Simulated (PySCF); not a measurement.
**A gas-phase reaction: BH3 + FH → BFH2 + H2**

Aim: the reaction energy of `B` + `F` → `BF` + `[H][H]`.

Computed with PySCF 2.14.0; each step states its level. No surroundings beyond the atoms listed, unless a continuum is named. Atoms count from 0, parts from 1.

### Step 1. Starting point

Each species was relaxed by itself at PBE0-D3(BJ)/def2-SVPD.

### Step 2. Energies of the species: wB97M-D3(BJ)/def2-TZVPD

The job: settings as JSON, then the geometry in Å.

```
{"job": {"kind": "react", "xc": "wB97M-D3(BJ)", "basis": "def2-TZVPD"}, "charge": 0, "multiplicity": 1}
-1 BH3 charge 0 multiplicity 1
B      0.000770    -0.000010     0.001190
H      0.044580     0.223250     1.183540
H      0.868350     0.416110    -0.722600
H     -0.910680    -0.639340    -0.457340

-1 FH charge 0 multiplicity 1
F      0.458240     0.041180     0.002510
H     -0.458240    -0.041180    -0.002510

+1 BFH2 charge 0 multiplicity 1
B      0.012100     0.014570    -0.042560
F     -0.552560    -0.329960     1.103340
H      0.735360    -0.791560    -0.572600
H     -0.233590     1.110690    -0.480780

+1 H2 charge 0 multiplicity 1
H      0.379900    -0.017230    -0.002380
H     -0.379900     0.017230     0.002380
```

With the program's defaults for keys left out, this is: wB97M-D3(BJ)/def2-TZVPD reaction energy of separated species, gas phase.

Command:

```
> OMP_NUM_THREADS=1 python cluster_run.py task.json out
```

The driver reads the jobs from task.json and runs them one after another.

Output:

```text
species 1 (BH3)
coarse grid: 12600 points
cycle   1  E = -26.6116456720  dE = -2.473e-01  |g| = 9.645e-02  |ddm| = 1.124e+00
cycle   2  E = -26.6159533587  dE = -4.308e-03  |g| = 2.770e-02  |ddm| = 1.104e-01
cycle   3  E = -26.6162791426  dE = -3.258e-04  |g| = 8.166e-03  |ddm| = 3.407e-02
cycle   4  E = -26.6163133517  dE = -3.421e-05  |g| = 8.493e-04  |ddm| = 1.283e-02
cycle   5  E = -26.6163139500  dE = -5.983e-07  |g| = 1.189e-04  |ddm| = 1.679e-03
final grid: 27328 points
cycle   6  E = -26.6163030859  dE = -1.547e-08  |g| = 4.143e-05  |ddm| = 3.034e-04
cycle   7  E = -26.6163030871  dE = -1.199e-09  |g| = 1.215e-05  |ddm| = 5.977e-05
cycle   8  E = -26.6163030873  dE = -1.284e-10  |g| = 3.950e-06  |ddm| = 1.817e-05
converged SCF energy = -26.6163030873

species 2 (FH)
coarse grid: 7776 points
cycle   1  E = -100.4688217932  dE = -9.408e-02  |g| = 4.644e-01  |ddm| = 6.197e-01
cycle   2  E = -100.4725028501  dE = -3.681e-03  |g| = 5.038e-01  |ddm| = 3.808e-01
cycle   3  E = -100.5053168426  dE = -3.281e-02  |g| = 2.574e-02  |ddm| = 1.678e-01
cycle   4  E = -100.5053928201  dE = -7.598e-05  |g| = 5.006e-03  |ddm| = 1.077e-02
cycle   5  E = -100.5053974612  dE = -4.641e-06  |g| = 4.334e-04  |ddm| = 3.766e-03
final grid: 16976 points
cycle   6  E = -100.5053933682  dE = -6.419e-08  |g| = 1.044e-04  |ddm| = 8.214e-04
cycle   7  E = -100.5053933717  dE = -3.456e-09  |g| = 7.801e-05  |ddm| = 2.169e-04
cycle   8  E = -100.5053933725  dE = -7.982e-10  |g| = 2.107e-05  |ddm| = 3.717e-05
converged SCF energy = -100.5053933725

species 3 (BFH2)
coarse grid: 15424 points
cycle   1  E = -125.9600733830  dE = -1.441e-02  |g| = 4.654e-01  |ddm| = 1.248e+00
cycle   2  E = -125.9571702893  dE =  2.903e-03  |g| = 5.691e-01  |ddm| = 4.213e-01
cycle   3  E = -126.0011116170  dE = -4.394e-02  |g| = 2.573e-02  |ddm| = 2.025e-01
cycle   4  E = -126.0013351978  dE = -2.236e-04  |g| = 8.022e-03  |ddm| = 3.437e-02
cycle   5  E = -126.0013590528  dE = -2.385e-05  |g| = 1.093e-03  |ddm| = 1.229e-02
cycle   6  E = -126.0013597008  dE = -6.480e-07  |g| = 1.480e-04  |ddm| = 1.969e-03
final grid: 33560 points
cycle   7  E = -126.0013543276  dE = -3.232e-08  |g| = 7.914e-05  |ddm| = 5.984e-04
cycle   8  E = -126.0013543296  dE = -1.940e-09  |g| = 5.532e-05  |ddm| = 1.027e-04
cycle   9  E = -126.0013543301  dE = -5.235e-10  |g| = 2.142e-05  |ddm| = 2.960e-05
converged SCF energy = -126.0013543301

species 4 (H2)
coarse grid: 4944 points
cycle   1  E = -1.1694184889  dE = -2.751e-01  |g| = 9.863e-03  |ddm| = 4.504e-01
cycle   2  E = -1.1694527280  dE = -3.424e-05  |g| = 1.161e-03  |ddm| = 9.676e-03
cycle   3  E = -1.1694534102  dE = -6.822e-07  |g| = 1.815e-04  |ddm| = 1.918e-03
final grid: 10744 points
cycle   4  E = -1.1694522085  dE = -2.402e-08  |g| = 4.110e-05  |ddm| = 3.867e-04
cycle   5  E = -1.1694522098  dE = -1.267e-09  |g| = 9.619e-06  |ddm| = 9.166e-05
cycle   6  E = -1.1694522099  dE = -7.512e-11  |g| = 3.020e-07  |ddm| = 2.869e-05
converged SCF energy = -1.1694522099

Reaction energy = -30.850 kcal/mol
```

Wall time 3.2 s (1 thread of Arm Neoverse V1, shared host); peak memory 0.34 GiB.

Species by species (with the dispersion term, which the log's SCF energies lack):

```
 ν  species  energy (Eh)  HOMO (eV)
-1        B    -26.61783     -12.37
-1        F   -100.50563     -14.54
+1       BF   -126.00296     -11.82
+1   [H][H]     -1.16967     -14.48
```

### Step 3. Energies of the species: PBE0-D3(BJ)/def2-TZVPD

Same as in step 2 but for these lines:

```diff
@@ -1,2 +1,2 @@
-{"job": {"kind": "react", "xc": "wB97M-D3(BJ)", "basis": "def2-TZVPD"}, "charge": 0, "multiplicity": 1}
+{"job": {"kind": "react", "xc": "PBE0", "basis": "def2-TZVPD", "disp": "d3bj"}, "charge": 0, "multiplicity": 1}
 -1 BH3 charge 0 multiplicity 1
```

Method: PBE0-D3(BJ)/def2-TZVPD reaction energy of separated species, gas phase.

Output:

```text
species 1 (BH3)
coarse grid: 2952 points
cycle   1  E = -26.5639443932  dE = -2.475e-01  |g| = 8.209e-02  |ddm| = 1.102e+00
cycle   2  E = -26.5663071232  dE = -2.363e-03  |g| = 2.618e-02  |ddm| = 1.220e-01
cycle   3  E = -26.5665294215  dE = -2.223e-04  |g| = 1.029e-02  |ddm| = 3.109e-02
cycle   4  E = -26.5665646531  dE = -3.523e-05  |g| = 4.270e-04  |ddm| = 8.936e-03
cycle   5  E = -26.5665647212  dE = -6.810e-08  |g| = 1.346e-05  |ddm| = 6.943e-04
final grid: 27328 points
cycle   6  E = -26.5657316357  dE = -1.006e-05  |g| = 2.082e-03  |ddm| = 1.745e-02
cycle   7  E = -26.5657323860  dE = -7.502e-07  |g| = 1.297e-03  |ddm| = 2.581e-03
cycle   8  E = -26.5657329324  dE = -5.465e-07  |g| = 3.248e-05  |ddm| = 1.124e-03
cycle   9  E = -26.5657329328  dE = -4.012e-10  |g| = 3.418e-06  |ddm| = 3.527e-05
converged SCF energy = -26.5657329328

species 2 (FH)
coarse grid: 1712 points
cycle   1  E = -100.3540571484  dE = -3.605e-02  |g| = 4.957e-01  |ddm| = 6.253e-01
cycle   2  E = -100.3145407717  dE =  3.952e-02  |g| = 7.430e-01  |ddm| = 5.125e-01
cycle   3  E = -100.3937779357  dE = -7.924e-02  |g| = 2.284e-02  |ddm| = 2.892e-01
cycle   4  E = -100.3938535031  dE = -7.557e-05  |g| = 4.204e-03  |ddm| = 9.787e-03
cycle   5  E = -100.3938554866  dE = -1.984e-06  |g| = 3.554e-04  |ddm| = 1.247e-03
final grid: 16976 points
cycle   6  E = -100.3948395063  dE = -1.851e-05  |g| = 3.971e-03  |ddm| = 7.456e-03
cycle   7  E = -100.3948376095  dE =  1.897e-06  |g| = 5.459e-03  |ddm| = 3.331e-03
cycle   8  E = -100.3948416403  dE = -4.031e-06  |g| = 1.000e-04  |ddm| = 1.999e-03
cycle   9  E = -100.3948416416  dE = -1.298e-09  |g| = 1.786e-05  |ddm| = 3.951e-05
cycle  10  E = -100.3948416416  dE = -4.835e-11  |g| = 3.046e-06  |ddm| = 1.028e-05
converged SCF energy = -100.3948416416

species 3 (BFH2)
coarse grid: 3416 points
cycle   1  E = -125.8105981956  dE = -2.217e-02  |g| = 4.284e-01  |ddm| = 1.278e+00
cycle   2  E = -125.7628194709  dE =  4.778e-02  |g| = 7.207e-01  |ddm| = 4.622e-01
cycle   3  E = -125.8396223521  dE = -7.680e-02  |g| = 1.265e-02  |ddm| = 2.762e-01
cycle   4  E = -125.8396592632  dE = -3.691e-05  |g| = 3.330e-03  |ddm| = 1.187e-02
cycle   5  E = -125.8396613878  dE = -2.125e-06  |g| = 2.123e-04  |ddm| = 3.047e-03
final grid: 33560 points
cycle   6  E = -125.8410234226  dE = -5.135e-05  |g| = 3.398e-03  |ddm| = 2.376e-02
cycle   7  E = -125.8410227769  dE =  6.457e-07  |g| = 4.093e-03  |ddm| = 3.108e-03
cycle   8  E = -125.8410250743  dE = -2.297e-06  |g| = 6.383e-04  |ddm| = 1.663e-03
cycle   9  E = -125.8410251454  dE = -7.109e-08  |g| = 8.334e-05  |ddm| = 3.828e-04
cycle  10  E = -125.8410251471  dE = -1.712e-09  |g| = 7.422e-06  |ddm| = 6.169e-05
cycle  11  E = -125.8410251471  dE = -7.645e-12  |g| = 7.098e-07  |ddm| = 4.208e-06
converged SCF energy = -125.8410251471

species 4 (H2)
coarse grid: 1240 points
cycle   1  E = -1.1670630701  dE = -2.327e-01  |g| = 2.266e-02  |ddm| = 4.588e-01
cycle   2  E = -1.1672505302  dE = -1.875e-04  |g| = 3.233e-03  |ddm| = 1.897e-02
cycle   3  E = -1.1672549868  dE = -4.457e-06  |g| = 9.768e-05  |ddm| = 2.761e-03
final grid: 10744 points
cycle   4  E = -1.1681372557  dE = -1.924e-06  |g| = 2.734e-04  |ddm| = 1.565e-03
cycle   5  E = -1.1681372839  dE = -2.820e-08  |g| = 3.985e-05  |ddm| = 2.445e-04
cycle   6  E = -1.1681372845  dE = -6.301e-10  |g| = 1.253e-06  |ddm| = 3.097e-05
converged SCF energy = -1.1681372845

Reaction energy = -30.523 kcal/mol
```

Run time: 1.6 s. Hardware: 1 thread of Arm Neoverse V1, shared host; peak memory 0.34 GiB.

Reaction energy at this level: -30.52 kcal/mol.

### Step 4. Reaction energy: MP2/def2-TZVPD

Same as in step 3 but for these lines:

```diff
@@ -1,2 +1,2 @@
-{"job": {"kind": "react", "xc": "PBE0", "basis": "def2-TZVPD", "disp": "d3bj"}, "charge": 0, "multiplicity": 1}
+{"job": {"kind": "react", "xc": "MP2", "basis": "def2-TZVPD"}, "charge": 0, "multiplicity": 1}
 -1 BH3 charge 0 multiplicity 1
```

Level: MP2/def2-TZVPD reaction energy of separated species, gas phase.

Output:

```text
species 1 (BH3)
final grid: 27328 points
cycle   1  E = -26.3831130726  dE = -2.855e-01  |g| = 1.870e-01  |ddm| = 1.064e+00
cycle   2  E = -26.3988403848  dE = -1.573e-02  |g| = 4.655e-02  |ddm| = 1.825e-01
cycle   3  E = -26.3998306093  dE = -9.902e-04  |g| = 9.620e-03  |ddm| = 5.934e-02
cycle   4  E = -26.3998838593  dE = -5.325e-05  |g| = 8.083e-04  |ddm| = 1.456e-02
cycle   5  E = -26.3998843057  dE = -4.464e-07  |g| = 1.287e-04  |ddm| = 2.358e-03
cycle   6  E = -26.3998843181  dE = -1.237e-08  |g| = 1.893e-05  |ddm| = 2.622e-04
cycle   7  E = -26.3998843184  dE = -3.001e-10  |g| = 1.494e-06  |ddm| = 5.637e-05
converged SCF energy = -26.3998843184

species 2 (FH)
final grid: 16976 points
cycle   1  E = -100.0371201724  dE = -1.649e-01  |g| = 4.007e-01  |ddm| = 6.032e-01
cycle   2  E = -100.0578878195  dE = -2.077e-02  |g| = 2.336e-01  |ddm| = 2.533e-01
cycle   3  E = -100.0646341715  dE = -6.746e-03  |g| = 2.356e-02  |ddm| = 8.091e-02
cycle   4  E = -100.0647515993  dE = -1.174e-04  |g| = 6.199e-03  |ddm| = 1.253e-02
cycle   5  E = -100.0647673109  dE = -1.571e-05  |g| = 1.459e-03  |ddm| = 5.121e-03
cycle   6  E = -100.0647685838  dE = -1.273e-06  |g| = 2.290e-04  |ddm| = 1.848e-03
cycle   7  E = -100.0647686182  dE = -3.438e-08  |g| = 1.958e-05  |ddm| = 4.211e-04
cycle   8  E = -100.0647686184  dE = -1.851e-10  |g| = 2.360e-06  |ddm| = 2.495e-05
converged SCF energy = -100.0647686184

species 3 (BFH2)
final grid: 33560 points
cycle   1  E = -125.3334159560  dE = -5.382e-02  |g| = 4.461e-01  |ddm| = 1.183e+00
cycle   2  E = -125.3686676401  dE = -3.525e-02  |g| = 2.700e-01  |ddm| = 3.250e-01
cycle   3  E = -125.3788211913  dE = -1.015e-02  |g| = 3.743e-02  |ddm| = 1.142e-01
cycle   4  E = -125.3792718697  dE = -4.507e-04  |g| = 7.220e-03  |ddm| = 4.468e-02
cycle   5  E = -125.3792945022  dE = -2.263e-05  |g| = 1.212e-03  |ddm| = 1.166e-02
cycle   6  E = -125.3792952654  dE = -7.632e-07  |g| = 2.655e-04  |ddm| = 1.932e-03
cycle   7  E = -125.3792953006  dE = -3.518e-08  |g| = 4.343e-05  |ddm| = 3.780e-04
cycle   8  E = -125.3792953015  dE = -9.123e-10  |g| = 6.952e-06  |ddm| = 9.274e-05
converged SCF energy = -125.3792953015

species 4 (H2)
final grid: 10744 points
cycle   1  E = -1.1312983025  dE = -3.213e-01  |g| = 4.426e-02  |ddm| = 4.479e-01
cycle   2  E = -1.1322330929  dE = -9.348e-04  |g| = 7.183e-03  |ddm| = 3.751e-02
cycle   3  E = -1.1322677931  dE = -3.470e-05  |g| = 8.111e-04  |ddm| = 1.078e-02
cycle   4  E = -1.1322682081  dE = -4.150e-07  |g| = 2.771e-05  |ddm| = 1.627e-03
cycle   5  E = -1.1322682086  dE = -4.854e-10  |g| = 2.610e-06  |ddm| = 6.834e-05
converged SCF energy = -1.1322682086

Reaction energy = -31.716 kcal/mol
```

It took 0.58 s on 1 thread of Arm Neoverse V1, shared host; peak memory 0.34 GiB.

Reaction energy at this level: -31.72 kcal/mol.

### Step 5. Side by side

Energies in kcal/mol, with wall time:

```
                    run  reaction    time
wB97M-D3(BJ)/def2-TZVPD    -30.85   3.2 s
 PBE0-D3(BJ)/def2-TZVPD    -30.52   1.6 s
         MP2/def2-TZVPD    -31.72  0.58 s
```

### Step 6. Outcome

```
                                                quantity                      value
               reaction energy (wB97M-D3(BJ)/def2-TZVPD)            -30.85 kcal/mol
                     ΔH, ΔG at 298 K (xTB thermal terms)      -33.4, -32.8 kcal/mol
range of the reaction energy over the runs of this table  -31.72 to -30.52 kcal/mol
```

**Reading.** The reaction is exothermic by 33.4 kcal/mol in the gas phase; dispersion gives -0.03, and xTB itself gave -28.01 for the electronic energy (xTB energies and thermal terms come from the earlier relaxation of each species, not shown). No barrier was sought. The reaction energy runs from -31.72 (MP2/def2-TZVPD) to -30.52 kcal/mol (PBE0-D3(BJ)/def2-TZVPD).
